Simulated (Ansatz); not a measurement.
VB4Os, space group P-6m2, a convergence test of the plane-wave cutoff

With Ansatz's Python interface.

Input file `vb4os.cif`:
```cif
data_VB4Os
_cell_length_a 2.877487
_cell_length_b 2.877487
_cell_length_c 7.453705
_cell_angle_alpha 90.00000
_cell_angle_beta 90.00000
_cell_angle_gamma 120.00000
_symmetry_space_group_name_H-M 'P 1'
_symmetry_Int_Tables_number 1
loop_
_symmetry_equiv_pos_as_xyz
'x, y, z'
loop_
_atom_site_label
_atom_site_type_symbol
_atom_site_fract_x
_atom_site_fract_y
_atom_site_fract_z
V1 V    0.000000    0.000000    0.000000
B2 B    0.000000    0.000000    0.709484
B3 B    0.333333    0.666667    0.796923
B4 B    0.333333    0.666667    0.203077
B5 B    0.000000    0.000000    0.290516
Os6 Os    0.333333    0.666667    0.500000
```

The cells in order, each with its output:

In [1]:
```python
import csv
import warnings

import ansatz
from ase.io import read
```

In [2]:
```python
warnings.simplefilter("ignore", ansatz.DeckWarning)
```

In [3]:
```python
atoms = read("vb4os.cif")
xtal = ansatz.Crystal.from_ase(atoms).moments(V=1.5)
```

In [4]:
```python
len(xtal.resolved().sites)
```
Out [4]:
```text
6
```

In [5]:
```python
base = xtal.calculation().functional("PBE").kpoints(9, 9, 3).occupations("fermi_dirac").spin("collinear")

rows = []
for value in [250, 325, 400, 475, 550]:
    summary = base.basis(value).run().report
    rows.append((value, summary["free_energy_ev"] / len(summary["lattice"]["sites"]), summary["n_iterations"], summary["magnetization_mub"], summary["n_pw"]))
```
```text
RunWarning: the starting moments were not kept: the SCF closed with an absolute magnetisation of 1.1e-6 μB, where they sum to 1.5 μB in size (1 site). That is at most 0.1 of that sum. Measured as dr2_m measures the in/out step, that magnetisation stands 2.5e-13 eV from none, at or under the dr2_threshold of 1.0e-7 eV: [...]
```

In [6]:
```python
with open("ecut.csv", "w", newline="") as handle:
    writer = csv.writer(handle)
    writer.writerow(["cutoff (eV)", "F/atom (eV)", "iterations", "moment (muB)", "plane waves"])
    writer.writerows([round(v, 5) if isinstance(v, float) else v for v in row] for row in rows)

# differences from the last row
for row in rows[:-1]:
    shift = 1000 * (row[1] - rows[-1][1])
    print(f"{row[0]}: {shift:+.2f} meV/atom" + ("  (within 5 meV)" if abs(shift) < 5 else ""))
```
```text
250: +535.91 meV/atom
325: +36.14 meV/atom
400: +2.99 meV/atom  (within 5 meV)
475: +0.42 meV/atom  (within 5 meV)
```

`ecut.csv`, as written:
```csv
cutoff (eV),F/atom (eV),iterations,moment (muB),plane waves
250,-2486.54541,12,-0.0,499
325,-2487.04518,12,-0.0,711
400,-2487.07833,12,0.0,985
475,-2487.0809,12,-0.0,1239
550,-2487.08132,12,-0.0,1565
```

From 400 eV on it stays within 5 meV an atom of the value at 550 eV; the first row (250 eV) is off by 535.9 meV and the last but one by 0.42 meV. The energy falls steadily, as expected when plane waves are added. The last run costs about 2.2 times the first.

Notes:
- The SCF didn't keep the moments it started from (some shrank, vanished or turned); what is printed is the state reached.
- The mesh is modest for a metal, so energies can be off by several to tens of meV an atom and pressures by half a GPa or more; differences at equal mesh fare better.
- The overall sign of a collinear moment is arbitrary, and semilocal functionals can give small moments to compounds that are paramagnetic.
- Spin-orbit coupling, which matters for elements this heavy, is left out.
- This cell is a computed structure, which may not be the phase found in nature.
- Warnings are shown shortened and without file and line.
- Shifts are counted from the last row, which is itself no proven limit.
- The script silences the warnings on its input, which a real study should read.
- Timing: 21 s on 1 thread of Intel(R) Xeon(R) 6975P-C (Granite Rapids), with other jobs on the host, peak memory 0.55 GiB.
